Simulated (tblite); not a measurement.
# C5H14FNSi2: the cost of one run

Programs: tblite 0.8.0 and PySCF 2.14.0, with density-fitted response routines of our own. Each step states its level of theory. These are calculated values for one molecule in the gas phase, unless marked as measured. Atoms are numbered from 0 throughout.

**1. Starting geometry**

23 atoms, charge 0, multiplicity 1; geometry from: force field or distance geometry start.

Bonds of the start (Å): F0–Si1 1.65, Si1–C2 1.86, C2–N3 1.42, N3–C4 1.39, C4–Si5 1.87, N3–C6 1.41, C6–C7 1.49, C7–C8 1.52, C8–C6 1.52, Si1–H9 1.48, Si1–H10 1.49, C2–H11 1.12, C2–H12 1.11, C4–H13 1.13, C4–H14 1.11, Si5–H15 1.49, Si5–H16 1.49, Si5–H17 1.48, C6–H18 1.13, C7–H19 1.13, C7–H20 1.10, C8–H21 1.12, C8–H22 1.09.

**2. Optimising the geometry with GFN2-xTB**

What the job is given:

```
{"job": {"kind": "relax", "xc": "GFN2-xTB", "basis": "xTB"}, "charge": 0, "multiplicity": 1}
F      2.578800     1.734600    -1.188000
Si     2.707900     0.515400    -0.084400
C      1.176600     0.153400     0.899800
N      0.021200    -0.125700     0.114500
C     -0.439300     0.842000    -0.773300
Si    -0.899400     2.439500     0.084800
C     -0.364300    -1.470900    -0.027900
C     -1.554100    -1.910600    -0.814300
C     -1.556900    -2.053400     0.702700
H      3.219400    -0.741300    -0.687600
H      3.751300     0.909800     0.900000
H      1.390900    -0.746400     1.528700
H      0.979200     0.978900     1.620500
H      0.382200     1.123200    -1.500000
H     -1.291900     0.550600    -1.420700
H     -2.176800     2.251800     0.837400
H      0.184100     2.897700     1.006200
H     -1.111300     3.443500    -0.975300
H      0.494000    -2.203500    -0.032800
H     -1.450400    -2.917100    -1.317200
H     -2.298500    -1.214600    -1.215600
H     -2.228100    -1.352300     1.268300
H     -1.519100    -3.077600     1.084100
```

On the command line:

```
> OMP_NUM_THREADS=1 python probes_run.py task.json out
```

This one command runs all jobs of the session in turn.

**Question.** How long does this first job take on 1 thread of Arm Neoverse N1, shared host, and how much memory does it need?

About 2.2 s, with a peak of 0.18 GiB.
